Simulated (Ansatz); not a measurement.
**Si2H5O3 radical: up Jacob's ladder to CCSD(T)**

An exercise on one series of results from a longer session: the logs are not shown, and one member is left open.

The runs use Ansatz 0.2.0, Gaussian basis; functionals in def2-TZVPP, the program's frozen cores in correlated methods.

Plan: PBE-D4, r2SCAN-D4, PBE0-D4, B3LYP-D4, ωB97X-V, ωB97M-V, B2PLYP; CCSD(T)/def2-TZVPP; MP2/def2-QZVPP; extrapolation to the limit.

## The relaxed structure

The geometry comes from an earlier relaxation with PBE0-D4 in a triple-zeta def2 set; it is a stationary point, not always the lowest conformer.

10 atoms, charge 0, spin multiplicity 2.

Atoms are counted from 1 here; the program's logs count them from 0.

Bond lengths: O1–Si2 1.664 Å, O1–H6 0.959 Å, Si2–Si3 2.341 Å, Si2–H7 1.500 Å, Si3–O4 1.647 Å, Si3–O5 1.638 Å, Si3–H8 1.497 Å, O4–H9 0.959 Å, O5–H10 0.959 Å. Angles: Si2–O1–H6 117.2°, O1–Si2–Si3 105.9°, O1–Si2–H7 109.4°, Si3–Si2–H7 114.7°, Si2–Si3–O4 110.9°, Si2–Si3–O5 104.6°, Si2–Si3–H8 113.9°, O4–Si3–O5 108.6°, O4–Si3–H8 107.7°, O5–Si3–H8 111.0°, Si3–O4–H9 117.4°, Si3–O5–H10 117.9°.

The first run:

in.yaml

```yaml
crystal:
  periodic: [false, false, false]
  atoms:
    - {symbol: O, position_ang: [-1.008298, -2.088636, 0.577143]}
    - {symbol: Si, position_ang: [-1.077237, -0.922158, -0.607541]}
    - {symbol: Si, position_ang: [0.471153, 0.719230, 0.015744]}
    - {symbol: O, position_ang: [1.966810, 0.064395, 0.231560]}
    - {symbol: O, position_ang: [0.526999, 1.742263, -1.262222]}
    - {symbol: H, position_ang: [-1.746317, -2.697435, 0.637025]}
    - {symbol: H, position_ang: [-2.488726, -0.431848, -0.743639]}
    - {symbol: H, position_ang: [0.109745, 1.449988, 1.271104]}
    - {symbol: H, position_ang: [2.150230, -0.347210, 1.077566]}
    - {symbol: H, position_ang: [1.095642, 2.511411, -1.196752]}
basis:
  gaussian: {orbitals: def2-TZVPP}
magnetization: {spin_polarized: true, initial_magnetization: 1}
hamiltonian: {xc: pbe, dispersion: d4}
output: {forces: true, orbitals: {seedname: orbitals}}
```

The run is started by

```sh
ansatz run in.yaml --threads 2 --pin off --events-out ev --progress --plain --max-ram 32768MiB --backend cpu
```

Steps of the session up to this table: PBE-D4 (GGA); r2SCAN-D4 (meta-GGA); PBE0-D4 (hybrid); B3LYP-D4 (hybrid); ωB97X-V (range-separated); ωB97M-V (range-separated); B2PLYP (double hybrid); CCSD(T) in def2-TZVPP; MP2 in def2-QZVPP.

One of the session's tables, all rows but one given; the rest of the session is left out.

```
            method  atomisation energy (eV)
            PBE-D4                   37.512
         r2SCAN-D4                   37.245
           PBE0-D4                   36.622
          B3LYP-D4                   36.928
           ωB97X-V                   37.217
           ωB97M-V                        ?
            B2PLYP                   36.593
     HF/def2-TZVPP                   26.028
    MP2/def2-TZVPP                   36.940
   CCSD/def2-TZVPP                   35.451
CCSD(T)/def2-TZVPP                   36.026
           MP2/CBS                   38.224
       CCSD(T)/CBS                   37.310
```

Estimate the missing values for ωB97M-V.

The run gave: atomisation energy (eV): 37.118. In the column «atomisation energy (eV)» it lies between MP2/def2-TZVPP (36.940) and ωB97X-V (37.217).
